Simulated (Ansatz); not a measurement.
**CH5BClN: molecular dynamics**

Purpose: to follow the molecule's vibrations and see whether its bonds hold. The start is relaxed first. Runs: 500 steps of 0.5 fs at constant energy, with velocities drawn for 300 K. SMILES of the start: NCBCl.

Method: RKS CAM-B3LYP/STO-3G, in Ansatz 0.2.0.

## 1. The system as given

Bond lengths: N1–C2 1.395 Å, C2–B3 1.587 Å, B3–Cl4 1.768 Å, N1–H5 1.058 Å, N1–H6 1.093 Å, C2–H7 1.140 Å, C2–H8 1.073 Å, B3–H9 1.212 Å. Angles: N1–C2–B3 108.6°, N1–C2–H7 110.2°, N1–C2–H8 111.7°, B3–C2–H7 109.9°, B3–C2–H8 108.7°, H7–C2–H8 107.8°, C2–N1–H5 112.8°, C2–N1–H6 110.3°, H5–N1–H6 103.4°, C2–B3–Cl4 123.8°, C2–B3–H9 116.2°, Cl4–B3–H9 119.9°.

As a file:

```xyz
9

N    -0.7299    0.9770   -0.1114
C     0.0173   -0.0074    0.5354
B     0.5605   -1.0269   -0.5527
Cl   -0.4842   -2.0211   -1.5762
H    -0.1298    1.6524   -0.6612
H    -1.2272    1.6177    0.6210
H     0.8914    0.4652    1.0936
H    -0.5737   -0.5493    1.2490
H     1.7640   -1.1538   -0.6146
```

## 2. Preparing the start

input.yaml reads:

```yaml
crystal:
  periodic: [false, false, false]
  atoms:
    - { symbol: "N", position_ang: [-0.7299, 0.977, -0.1114] }
    - { symbol: C, position_ang: [0.0173, -0.0074, 0.5354] }
    - { symbol: B, position_ang: [0.5605, -1.0269, -0.5527] }
    - { symbol: Cl, position_ang: [-0.4842, -2.0211, -1.5762] }
    - { symbol: H, position_ang: [-0.1298, 1.6524, -0.6612] }
    - { symbol: H, position_ang: [-1.2272, 1.6177, 0.621] }
    - { symbol: H, position_ang: [0.8914, 0.4652, 1.0936] }
    - { symbol: H, position_ang: [-0.5737, -0.5493, 1.249] }
    - { symbol: H, position_ang: [1.764, -1.1538, -0.6146] }
basis:
  gaussian: { orbitals: STO-3G }
hamiltonian:
  xc: cam_b3lyp
relax:
  f_tol: 0.02
  max_steps: 40
scf:
  lower_state_search: "off"
```

On the command line:

```bash
ansatz run input.yaml --threads 1 --pin off --max-ram 2048MiB --backend cpu --events-out ev --progress --plain --runs-dir out
```

Standard output, cut to the lines that bear on the results:

```text
Warning: RAYON_NUM_THREADS=1 ignored (pool sized by the plan → 1); use --threads N
[...]
Functional definition: CAM-B3LYP
[...]
413 factors; integrals over basis functions are off by at most 1.9e-5 eV
171 factors; integrals over basis functions are off by at most 8.5e-7 eV
[...]
mean field -15627.33534216 eV, -574.2939812360 hartree, gradient 4.6e-6 eV, S^2 0.000000; 0 other end points of the search recorded, 0 dependent functions left out
[...]
reference -15627.33543100 eV, -574.2939845008 hartree; 20, 20 occupied and 9, 9 virtual orbitals, 413 factors
relax step   1: F+E_penalty+E_count = -15627.33534216 eV  Δ(F+E_penalty+E_count) = +0.000e0 eV  max|allowed force component| = 4.955e0 eV/Å  Δτ_max = 0.0000 Å  (12 SCF iters, accepted)
[...]
relax step   3: F+E_penalty+E_count = -15627.78153492 eV  Δ(F+E_penalty+E_count) = -6.542e-2 eV  max|allowed force component| = 7.905e-1 eV/Å  Δτ_max = 0.1653 Å  (18 SCF iters, accepted)
[...]
relax step   5: F+E_penalty+E_count = -15627.83649114 eV  Δ(F+E_penalty+E_count) = -1.778e-2 eV  max|allowed force component| = 2.685e-1 eV/Å  Δτ_max = 0.0308 Å  (19 SCF iters, accepted)
[...]
relax step   7: F+E_penalty+E_count = -15627.84296164 eV  Δ(F+E_penalty+E_count) = -2.457e-3 eV  max|allowed force component| = 8.654e-2 eV/Å  Δτ_max = 0.0740 Å  (18 SCF iters, accepted)
[...]
relax step   9: F+E_penalty+E_count = -15627.88101618 eV  Δ(F+E_penalty+E_count) = -3.280e-2 eV  max|allowed force component| = 3.038e-1 eV/Å  Δτ_max = 0.1999 Å  (18 SCF iters, accepted)
[...]
relax step  10: F+E_penalty+E_count = -15627.90194811 eV  Δ(F+E_penalty+E_count) = -2.093e-2 eV  max|allowed force component| = 5.263e-1 eV/Å  Δτ_max = 0.1966 Å  (18 SCF iters, accepted)
[...]
relax step  11: F+E_penalty+E_count = -15627.91223556 eV  Δ(F+E_penalty+E_count) = -1.029e-2 eV  max|allowed force component| = 5.327e-1 eV/Å  Δτ_max = 0.1482 Å  (18 SCF iters, accepted)
[...]
414 factors; integrals over basis functions are off by at most 2.0e-5 eV
171 factors; integrals over basis functions are off by at most 8.5e-7 eV
```

## 3. The output, continued: start relaxed

Output, continued, cut to the lines that bear on the results:

```text
mean field -15627.91484420 eV, -574.3152775433 hartree, gradient 1.6e-6 eV, S^2 0.000000; 0 other end points of the search recorded, 0 dependent functions left out
[...]
reference -15627.91493036 eV, -574.3152807094 hartree; 20, 20 occupied and 9, 9 virtual orbitals, 414 factors
relax step  12: F+E_penalty+E_count = -15627.91484420 eV  Δ(F+E_penalty+E_count) = -2.609e-3 eV  max|allowed force component| = 9.778e-1 eV/Å  Δτ_max = 0.1952 Å  (18 SCF iters, accepted)
[...]
relax step  14: F+E_penalty+E_count = -15627.96000255 eV  Δ(F+E_penalty+E_count) = -9.766e-3 eV  max|allowed force component| = 1.942e-1 eV/Å  Δτ_max = 0.0804 Å  (17 SCF iters, accepted)
[...]
relax step  16: F+E_penalty+E_count = -15627.92463190 eV  Δ(F+E_penalty+E_count) = +3.928e-2 eV  max|allowed force component| = 7.721e-1 eV/Å  Δτ_max = 0.0609 Å  (18 SCF iters, rejected (line search))
[...]
Atom 0 at    -1.060627     0.846744     0.080240 Å, force    -0.005175     0.015048    -0.010204 eV/Å
Atom 1 at     0.131537     0.047846     0.544943 Å, force     0.003721     0.000781     0.001864 eV/Å
Atom 2 at     0.588006    -1.089602    -0.437335 Å, force    -0.003092    -0.001323     0.003677 eV/Å
Atom 3 at     0.072062    -1.088929    -2.132017 Å, force     0.000809     0.002962    -0.005396 eV/Å
Atom 4 at    -0.821078     1.188636    -0.888052 Å, force    -0.001446    -0.008932     0.011672 eV/Å
Atom 5 at    -1.063640     1.728336     0.659252 Å, force    -0.000141    -0.002907    -0.002294 eV/Å
Atom 6 at     1.036216     0.668289     0.738515 Å, force     0.000810    -0.000641    -0.002513 eV/Å
Atom 7 at    -0.116150    -0.407412     1.520661 Å, force     0.001661    -0.002710     0.001429 eV/Å
Atom 8 at     1.322074    -1.940107    -0.103307 Å, force     0.002852    -0.002279     0.001764 eV/Å
Dipole moment:     0.348563     0.263479     0.311084 e Å
Checks for a lower state left out: stability, starts, cluster_reference, orbital_swaps, neighbouring_geometries, increment
```

It took 36 s on 1 thread of Arm Neoverse V1, shared host; peak memory 0.13 GiB.

Relaxation path:

```tsv
step	energy from step 1 (eV)	largest force component (eV/Å)
1	0.0000	4.9546
2	-0.3808	1.4002
3	-0.4462	0.7905
4	-0.4834	0.4464
5	-0.5011	0.2685
6	-0.5052	0.1162
7	-0.5076	0.0865
8	-0.5129	0.3208
9	-0.5457	0.3038
10	-0.5666	0.5263
11	-0.5769	0.5327
12	-0.5795	0.9778
13	-0.6149	0.5476
14	-0.6247	0.1942
15	-0.6286	0.1110
16x	-0.5893	0.7721
17	-0.6302	0.0635
18	-0.6303	0.0371
19x	-0.6301	0.0906
20	-0.6306	0.0150
```

Step 1 is the start. 2 steps were tried and not accepted (marked x).

After: Bond lengths: N1–C2 1.508 Å, C2–B3 1.571 Å, B3–Cl4 1.771 Å, N1–H5 1.054 Å, N1–H6 1.055 Å, C2–H7 1.114 Å, C2–H8 1.105 Å, B3–H9 1.172 Å. Angles: N1–C2–B3 114.9°, N1–C2–H7 113.6°, N1–C2–H8 108.2°, B3–C2–H7 106.0°, B3–C2–H8 108.6°, H7–C2–H8 105.0°, C2–N1–H5 106.0°, C2–N1–H6 106.0°, H5–N1–H6 103.5°, C2–B3–Cl4 120.9°, C2–B3–H9 122.0°, Cl4–B3–H9 117.1°.

## 4. The run

500 steps of 0.5 fs at constant energy, with velocities drawn for 300 K, from the relaxed start.

input.yaml reads:

```yaml
crystal:
  periodic: [false, false, false]
  atoms:
    - { symbol: "N", position_ang: [-1.060627, 0.846744, 0.08024] }
    - { symbol: C, position_ang: [0.131537, 0.047846, 0.544943] }
    - { symbol: B, position_ang: [0.588006, -1.089602, -0.437335] }
    - { symbol: Cl, position_ang: [0.072062, -1.088929, -2.132017] }
    - { symbol: H, position_ang: [-0.821078, 1.188636, -0.888052] }
    - { symbol: H, position_ang: [-1.06364, 1.728336, 0.659252] }
    - { symbol: H, position_ang: [1.036216, 0.668289, 0.738515] }
    - { symbol: H, position_ang: [-0.11615, -0.407412, 1.520661] }
    - { symbol: H, position_ang: [1.322074, -1.940107, -0.103307] }
basis:
  gaussian: { orbitals: STO-3G }
hamiltonian:
  xc: cam_b3lyp
md:
  timestep: 0.5
  n_steps: 500
  ensemble: nve
  temperature: 300.0
  initial_velocities: maxwell_boltzmann
  seed: 222529
scf:
  lower_state_search: "off"
```

On the command line:

```bash
ansatz run input.yaml --threads 1 --pin off --max-ram 2048MiB --backend cpu --events-out ev --progress --plain --runs-dir out
```

Standard output, cut to the lines that bear on the results:

```text
Warning: RAYON_NUM_THREADS=1 ignored (pool sized by the plan → 1); use --threads N
[...]
Functional definition: CAM-B3LYP
[...]
415 factors; integrals over basis functions are off by at most 1.5e-5 eV
171 factors; integrals over basis functions are off by at most 8.2e-7 eV
[...]
mean field -15627.96594342 eV, -574.3171554050 hartree, gradient 4.2e-6 eV, S^2 0.000000; 0 other end points of the search recorded, 0 dependent functions left out
[...]
reference -15627.96602874 eV, -574.3171585404 hartree; 20, 20 occupied and 9, 9 virtual orbitals, 415 factors
md step     0: t =     0.00 fs  T =   300.0 K  F+E_penalty+E_count = -15627.96594342 eV  E_kin = 0.271446 eV  conserved = -15627.69449742 eV  (12 SCF iters)
[...]
md step    19: t =     9.50 fs  T =   170.5 K  F+E_penalty+E_count = -15627.84814006 eV  E_kin = 0.154286 eV  conserved = -15627.69385402 eV  (19 SCF iters)
[...]
md step    38: t =    19.00 fs  T =   142.5 K  F+E_penalty+E_count = -15627.82201756 eV  E_kin = 0.128938 eV  conserved = -15627.69307988 eV  (20 SCF iters)
[...]
md step    57: t =    28.50 fs  T =   172.3 K  F+E_penalty+E_count = -15627.84876564 eV  E_kin = 0.155921 eV  conserved = -15627.69284433 eV  (19 SCF iters)
[...]
md step    76: t =    38.00 fs  T =   124.2 K  F+E_penalty+E_count = -15627.80522638 eV  E_kin = 0.112385 eV  conserved = -15627.69284146 eV  (19 SCF iters)
md step    77: t =    38.50 fs  T =   140.6 K  F+E_penalty+E_count = -15627.82038021 eV  E_kin = 0.127229 eV  conserved = -15627.69315140 eV  (19 SCF iters)
```

## 5. More of the same log: dynamics from the start

The log, continued, cut to the lines that bear on the results:

```text
md step    78: t =    39.00 fs  T =   159.3 K  F+E_penalty+E_count = -15627.83757036 eV  E_kin = 0.144110 eV  conserved = -15627.69346013 eV  (19 SCF iters)
[...]
md step   104: t =    52.00 fs  T =   138.4 K  F+E_penalty+E_count = -15627.81838613 eV  E_kin = 0.125232 eV  conserved = -15627.69315422 eV  (20 SCF iters)
[...]
md step   130: t =    65.00 fs  T =   144.7 K  F+E_penalty+E_count = -15627.82405499 eV  E_kin = 0.130963 eV  conserved = -15627.69309201 eV  (19 SCF iters)
[...]
md step   156: t =    78.00 fs  T =    82.6 K  F+E_penalty+E_count = -15627.76717923 eV  E_kin = 0.074732 eV  conserved = -15627.69244698 eV  (13 SCF iters)
[...]
md step   180: t =    90.00 fs  T =   153.6 K  F+E_penalty+E_count = -15627.83238683 eV  E_kin = 0.138983 eV  conserved = -15627.69340432 eV  (20 SCF iters)
md step   181: t =    90.50 fs  T =   131.3 K  F+E_penalty+E_count = -15627.81146193 eV  E_kin = 0.118819 eV  conserved = -15627.69264288 eV  (20 SCF iters)
```

## 6. The log goes on: dynamics from the start

Output, continued, cut to the lines that bear on the results:

```text
md step   182: t =    91.00 fs  T =   120.3 K  F+E_penalty+E_count = -15627.80110607 eV  E_kin = 0.108892 eV  conserved = -15627.69221411 eV  (13 SCF iters)
[...]
md step   203: t =   101.50 fs  T =   137.8 K  F+E_penalty+E_count = -15627.81845092 eV  E_kin = 0.124640 eV  conserved = -15627.69381132 eV  (20 SCF iters)
[...]
md step   224: t =   112.00 fs  T =   191.4 K  F+E_penalty+E_count = -15627.86666351 eV  E_kin = 0.173198 eV  conserved = -15627.69346568 eV  (19 SCF iters)
[...]
md step   245: t =   122.50 fs  T =   129.6 K  F+E_penalty+E_count = -15627.81008166 eV  E_kin = 0.117222 eV  conserved = -15627.69285927 eV  (13 SCF iters)
[...]
md step   499: t =   249.50 fs  T =   150.3 K  F+E_penalty+E_count = -15627.82978726 eV  E_kin = 0.135975 eV  conserved = -15627.69381269 eV  (19 SCF iters)
[...]
Atom 0 at    -1.033960     0.861928     0.003581 Å, force     1.352083    -1.646508    -0.957412 eV/Å
Atom 1 at     0.114264    -0.001856     0.581724 Å, force    -1.036205     0.615645    -0.611558 eV/Å
Atom 2 at     0.690949    -0.998490    -0.468306 Å, force    -0.070623    -0.426012     0.014807 eV/Å
Atom 3 at     0.041019    -1.101407    -2.117435 Å, force     0.251309     0.052237     0.186927 eV/Å
Atom 4 at    -0.622876     1.500733    -0.743608 Å, force     0.079456    -0.449381     0.429976 eV/Å
Atom 5 at    -1.259593     1.498631     0.759916 Å, force    -0.625895     1.503512     1.540861 eV/Å
Atom 6 at     0.910719     0.556124     1.118495 Å, force    -0.046529     0.066111    -0.207475 eV/Å
Atom 7 at    -0.320156    -0.677835     1.354226 Å, force    -0.103792     0.289288    -0.109046 eV/Å
Atom 8 at     1.472361    -1.796941    -0.115678 Å, force     0.200196    -0.004892    -0.287081 eV/Å
Dipole moment:     0.326168     0.282666     0.441462 e Å
Checks for a lower state left out: stability, starts, cluster_reference, orbital_swaps, neighbouring_geometries, increment
```

It took 9.7 min on 1 thread of Arm Neoverse V1, shared host; peak memory 0.078 GiB.

## 7. The trajectory

One step in 26; energies are changes from step 0:

```tsv
time (fs)	T (K)	potential energy change (meV/atom)	total energy change (meV/atom)
0.0	300	0.0	0.00
13.0	212	8.9	0.09
26.0	217	8.4	0.08
39.0	159	14.3	0.12
52.0	138	16.4	0.15
65.0	145	15.8	0.16
78.0	83	22.1	0.23
91.0	120	18.3	0.25
104.0	87	21.7	0.22
117.0	136	16.6	0.15
130.0	138	16.5	0.17
143.0	174	12.8	0.13
156.0	185	11.6	0.06
169.0	207	9.4	0.05
182.0	204	9.7	0.05
195.0	161	14.0	0.05
208.0	137	16.5	0.12
221.0	125	17.7	0.12
234.0	141	16.0	0.10
247.0	80	22.3	0.21
250.0	132	17.1	0.17
```

time (fs), T (K) and a bar:
```
      0.0        300 ##############################
     11.0        147 ########
     21.5        147 ########
     32.5        108 ###
     43.5        172 ############
     54.5        132 ######
     65.0        145 ########
     76.0        124 #####
     87.0        119 ####
     98.0        196 ###############
    108.5        157 ##########
    119.5        152 #########
    130.5        129 ######
    141.5        187 ##############
    152.0        132 ######
    163.0        166 ###########
    174.0        171 ############
    185.0        181 #############
    195.5        177 #############
    206.5         88 
    217.5        109 ###
    228.5         93 #
    239.0        212 ##################
    250.0        132 ######
```

Maxima of the velocity power spectrum (cm⁻¹, relative height; resolution about 270 cm⁻¹): 700 (42), 1230 (100), 1870 (10), 3740 (70).

## 8. Frames from the trajectory

Positions (Å) and forces (eV/Å):

```xyz
9
time_fs=31.0 T=151 dE=0.1361
N    -1.075    0.772    0.080   -0.206    1.798   -0.352
C     0.195    0.083    0.524   -0.260    0.297   -0.874
B     0.480   -1.156   -0.391    0.676   -0.221   -0.126
Cl    0.089   -1.054   -2.126   -0.126   -0.024    0.133
H    -0.967    1.020   -0.966    0.142   -0.541    0.939
H    -0.971    1.748    0.522   -0.425   -0.621   -0.236
H     1.087    0.736    0.392    0.114   -0.047    0.125
H     0.084   -0.087    1.600    0.205   -0.498    0.176
H     1.121   -2.087   -0.090   -0.120   -0.144    0.215
9
time_fs=62.5 T=145 dE=0.1411
N    -1.106    0.786    0.137    0.223   -0.197   -0.241
C     0.215    0.107    0.460   -0.396   -0.376    0.969
B     0.464   -1.177   -0.401    0.021   -0.225   -0.117
Cl    0.108   -1.053   -2.120   -0.143    0.058   -0.731
H    -1.127    0.872   -0.912   -0.006   -0.155   -0.328
H    -0.885    1.764    0.409   -0.362    0.953    0.348
H     1.070    0.796    0.381    0.324    0.093   -0.335
H     0.148   -0.123    1.536    0.200   -0.280   -0.009
H     0.849   -2.236   -0.086    0.138    0.130    0.443
9
time_fs=94.0 T=178 dE=0.1115
N    -1.111    0.828    0.188    0.119    0.969    0.609
C     0.186    0.127    0.494    0.073   -1.367    0.439
B     0.464   -1.153   -0.414   -0.010    0.182   -0.257
Cl    0.119   -1.087   -2.155   -0.130    0.166   -0.076
H    -1.049    0.960   -0.847   -0.277    0.395   -0.637
H    -0.950    1.822    0.582   -0.391   -0.921   -0.538
H     1.048    0.809    0.411    0.379   -0.002    0.079
H     0.127   -0.236    1.536    0.233    0.303    0.035
H     0.925   -2.183   -0.080    0.004    0.277    0.346
9
time_fs=125.0 T=166 dE=0.1217
N    -1.093    0.871    0.178   -0.443    0.468   -1.260
C     0.135    0.092    0.528    0.436   -0.386   -0.217
B     0.497   -1.133   -0.436    0.696    0.954    0.427
Cl    0.111   -1.110   -2.168   -0.204   -0.067    0.200
H    -0.891    1.263   -0.813   -0.356   -0.359    1.220
H    -1.108    1.732    0.797    0.190   -0.169   -0.182
H     1.027    0.753    0.521    0.399   -0.138   -0.161
H     0.094   -0.255    1.571   -0.359   -0.144    0.086
H     1.276   -1.933   -0.060   -0.358   -0.158   -0.112
9
time_fs=156.0 T=185 dE=0.1047
N    -1.063    0.876    0.112   -0.457   -0.450    0.662
C     0.127    0.056    0.550   -0.803   -0.089   -0.461
B     0.597   -1.068   -0.471    0.456    0.813    0.964
Cl    0.079   -1.113   -2.146   -0.105   -0.113   -0.274
H    -0.837    1.354   -0.771    0.491    0.258   -1.098
H    -1.191    1.683    0.772    0.190   -0.172    0.344
H     0.978    0.670    0.901    0.275   -0.133   -0.067
H    -0.206   -0.533    1.422    0.047    0.091    0.337
H     1.374   -1.840   -0.048   -0.093   -0.204   -0.407
9
time_fs=187.5 T=186 dE=0.1042
N    -1.031    0.857    0.012    1.041   -0.398   -1.229
C     0.092   -0.007    0.575   -0.444   -0.267   -0.237
B     0.691   -1.017   -0.457    0.151    0.008   -0.514
Cl    0.041   -1.093   -2.111    0.142   -0.096    0.162
H    -0.640    1.332   -0.876   -0.353   -0.516    1.018
H    -1.185    1.647    0.666    0.031    0.617    0.650
H     0.964    0.468    1.068   -0.189    0.617   -0.025
H    -0.343   -0.644    1.366   -0.124    0.023    0.171
H     1.622   -1.694   -0.208   -0.256    0.011    0.004
9
time_fs=219.0 T=88 dE=0.1929
N    -1.018    0.851   -0.049    0.205   -0.339    2.460
C     0.086   -0.053    0.581   -0.942    1.138   -0.037
B     0.725   -1.003   -0.446    0.026   -0.521   -1.484
Cl    0.025   -1.081   -2.094    0.280   -0.128    0.351
H    -0.538    1.362   -0.822    0.292    0.588   -0.267
H    -1.236    1.604    0.719    0.547   -0.982   -1.386
H     0.949    0.472    1.049   -0.369    0.335    0.144
H    -0.395   -0.635    1.389    0.087   -0.011    0.012
H     1.714   -1.614   -0.284   -0.127   -0.080    0.206
9
time_fs=250.0 T=132 dE=0.1535
N    -1.034    0.862    0.004    1.352   -1.647   -0.957
C     0.114   -0.002    0.582   -1.036    0.616   -0.612
B     0.691   -0.999   -0.468   -0.071   -0.426    0.015
Cl    0.041   -1.101   -2.117    0.251    0.052    0.187
H    -0.623    1.501   -0.744    0.080   -0.449    0.430
H    -1.260    1.499    0.760   -0.626    1.504    1.541
H     0.911    0.556    1.119   -0.046    0.066   -0.207
H    -0.320   -0.678    1.354   -0.104    0.289   -0.109
H     1.472   -1.797   -0.116    0.200   -0.005   -0.287
```

## 9. Outcome

```
                          quantity                         value
           relaxation of the start      17 moves, 0.631 eV lower
                            length           500 steps of 0.5 fs
  temperature, first and last step                 300 and 132 K
          temperature, second half  mean 148 K, from 65 to 237 K
     potential energy, second half   +15 meV/atom from the start
largest change of the total energy                 0.27 meV/atom
            bonds formed or broken                             0
```

The temperature starts at 300 K and averages 148 K in the second half, where it ranges from 65 to 237 K. About half is expected from a start at a minimum: kinetic energy passes into potential energy until both shares match. The total energy strays from its start by at most 0.27 meV/atom, 1.8 % of the mean kinetic energy, which is good for a step of 0.5 fs. The bonding pattern survives the run. 250 fs on 9 atoms is far too short and small for converged averages. The nuclei move classically, without zero-point motion, which matters most for hydrogen. In so small a basis the energies are only a sketch.
